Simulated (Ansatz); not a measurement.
**CHBrN radical: geometry and frequencies at several levels**

An exercise on one series of results from a longer session: the logs are not shown, and one member is left open.

Computed with Ansatz 0.2.0 (the levels named in each step, unless a step's input says otherwise).

### The structure to begin with

Bond lengths: C1–N2 1.137 Å, C1–H4 1.059 Å. Angles: N2–C1–H4 180.0°.

As a file:

```xyz
4

C    -0.0890    1.2111   -2.2620
N    -0.5232    0.6610   -3.1574
Br    0.1011   -0.3196    0.9115
H     0.3152    1.7232   -1.4283
```

The first run:

input.yaml

```yaml
crystal:
  periodic: [false, false, false]
  atoms:
    - { symbol: C, position_ang: [-0.02920236, 1.22430448, -2.04038683] }
    - { symbol: "N", position_ang: [-0.51930596, 0.31713889, -2.60184038] }
    - { symbol: Br, position_ang: [-0.07122747, -0.370569, 0.2931802] }
    - { symbol: H, position_ang: [0.4238558, 2.10477564, -1.58711299] }
magnetization:
  spin_polarized: true
  initial_magnetization: 1
basis:
  gaussian: { orbitals: def2-TZVPP }
hamiltonian:
  xc: pbe0
  dispersion: d4
relax:
  f_tol: 0.002
  max_steps: 150
```

Launch:

```sh
ansatz run input.yaml --threads 2 --pin off --max-ram 5120MiB --backend cpu --events-out ev --progress --plain --runs-dir out
```

Among the steps run: Relaxation, PBE0-D4/def2-TZVPP; Frequencies, PBE0-D4/def2-TZVPP; Relaxation, PBE-D4/def2-TZVPP; Frequencies, PBE-D4/def2-TZVPP; Relaxation, r2SCAN-D4/def2-TZVPP; Frequencies, r2SCAN-D4/def2-TZVPP; Relaxation, B3LYP-D4/def2-TZVPP; Frequencies, B3LYP-D4/def2-TZVPP; Relaxation, B2PLYP/def2-TZVPP.

One table of the session follows, with a row left open; its other results are not shown here.

It belongs to the step «Geometries side by side». 

| level | C1–N2 (Å) | rotational constants (MHz) | dipole (D) | highest frequency (cm⁻¹) |
| --- | --- | --- | --- | --- |
| PBE0-D4/def2-TZVPP | 1.1436 | 2089.7 | 4.14 | 3455 |
| PBE-D4/def2-TZVPP | 1.1556 | 2222.4 | 4.47 | 3363 |
| r2SCAN-D4/def2-TZVPP | 1.1472 | 2120.7 | 4.30 | 3439 |
| B3LYP-D4/def2-TZVPP | ? | ? | ? | ? |
| B2PLYP/def2-TZVPP | 1.1524 | 1939.7 | 3.86 | - |

Estimate the missing values for B3LYP-D4/def2-TZVPP.

**Answer.** C1–N2 (Å): 1.1441; rotational constants (MHz): 2053.9; dipole (D): 4.15; highest frequency (cm⁻¹): 3444. In the column «C1–N2 (Å)» it lies between PBE0-D4/def2-TZVPP (1.1436) and r2SCAN-D4/def2-TZVPP (1.1472).

Limits of these values: Warnings in the runs' records: vibrations at or below zero.
